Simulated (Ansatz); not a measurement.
# Cl2FH4NSi: the cost of one run

Program: Ansatz 0.2.0, Gaussian basis. Level of theory: PBE0-D4/def2-SVP. These are calculated values, not measurements.

22 further runs of the same task are left out: 22 set aside as unsound or not needed. Runs told in other sessions of the task aren't counted.

## 1. Where the work starts

The first end: 9 atoms, charge 0, spin multiplicity 1.

Atoms are counted from 1 here; the program's logs count them from 0.

Bond lengths: Si1–N2 1.727 Å, Si1–Cl3 2.029 Å, Si1–Cl4 2.045 Å, Si1–H5 1.469 Å, N2–H8 1.014 Å, N2–H9 1.013 Å, H6–F7 0.948 Å. Angles: N2–Si1–Cl3 106.5°, N2–Si1–Cl4 112.8°, N2–Si1–H5 109.5°, Cl3–Si1–Cl4 108.9°, Cl3–Si1–H5 111.3°, Cl4–Si1–H5 107.8°, Si1–N2–H8 115.7°, Si1–N2–H9 115.7°, H8–N2–H9 109.0°.

Geometry (Å):

```xyz
9
charge 0, multiplicity 1
Si   -0.81285    0.48837   -0.45944
N     0.65047    0.24069    0.42280
Cl   -0.44981   -0.11861   -2.36162
Cl   -1.39785    2.44728   -0.48791
H    -1.89380   -0.29502    0.15451
H     0.84849   -1.47904    0.61960
F     0.91165   -2.41342    0.76391
H     0.64664    0.57032    1.38120
H     1.49706    0.55943   -0.03304
```

The second end:

```csv
atom,x (Å),y (Å),z (Å)
Si1,-0.8706,-0.2366,-0.2603
N2,1.0352,0.1962,0.3886
Cl3,0.0469,-0.5432,-2.1226
Cl4,-1.3016,1.7334,0.3211
H5,-2.2400,-0.5735,-0.7019
H6,1.6373,-0.6102,0.2540
F7,-0.7445,-1.3799,0.8748
H8,1.0183,0.4342,1.3755
H9,1.4190,0.9796,-0.1290
```

## 2. The band at PBE0-D4/def2-SVP

Input file neb/in.yaml:

```yaml
crystal:
  periodic: [false, false, false]
  atoms:
    - {symbol: Si, position_ang: [-0.812847, 0.488366, -0.459442]}
    - {symbol: N, position_ang: [0.650467, 0.240693, 0.422799]}
    - {symbol: Cl, position_ang: [-0.449811, -0.118614, -2.361616]}
    - {symbol: Cl, position_ang: [-1.397849, 2.447280, -0.487913]}
    - {symbol: H, position_ang: [-1.893798, -0.295023, 0.154505]}
    - {symbol: H, position_ang: [0.848494, -1.479041, 0.619596]}
    - {symbol: F, position_ang: [0.911650, -2.413419, 0.763914]}
    - {symbol: H, position_ang: [0.646638, 0.570325, 1.381201]}
    - {symbol: H, position_ang: [1.497056, 0.559432, -0.033045]}
basis:
  gaussian: {orbitals: def2-SVP}
hamiltonian: {xc: pbe0, dispersion: d4}
neb:
  images: 5
  climbing: true
  max_iterations: 40
  initial_path: idpp
  final_atoms:
    - {symbol: Si, position_ang: [-0.870620, -0.236633, -0.260266]}
    - {symbol: N, position_ang: [1.035225, 0.196232, 0.388585]}
    - {symbol: Cl, position_ang: [0.046939, -0.543188, -2.122640]}
    - {symbol: Cl, position_ang: [-1.301606, 1.733413, 0.321077]}
    - {symbol: H, position_ang: [-2.239979, -0.573500, -0.701929]}
    - {symbol: H, position_ang: [1.637253, -0.610169, 0.253958]}
    - {symbol: F, position_ang: [-0.744512, -1.379948, 0.874793]}
    - {symbol: H, position_ang: [1.018281, 0.434232, 1.375460]}
    - {symbol: H, position_ang: [1.419020, 0.979562, -0.129036]}
```

The run is started by

```console
ansatz run in.yaml --threads 8 --pin off --events-out ev --progress --plain --max-ram 19148MiB
```

**Question.** How long does this run take on 8 threads of Arm Neoverse V1, shared host?

About 87 s.
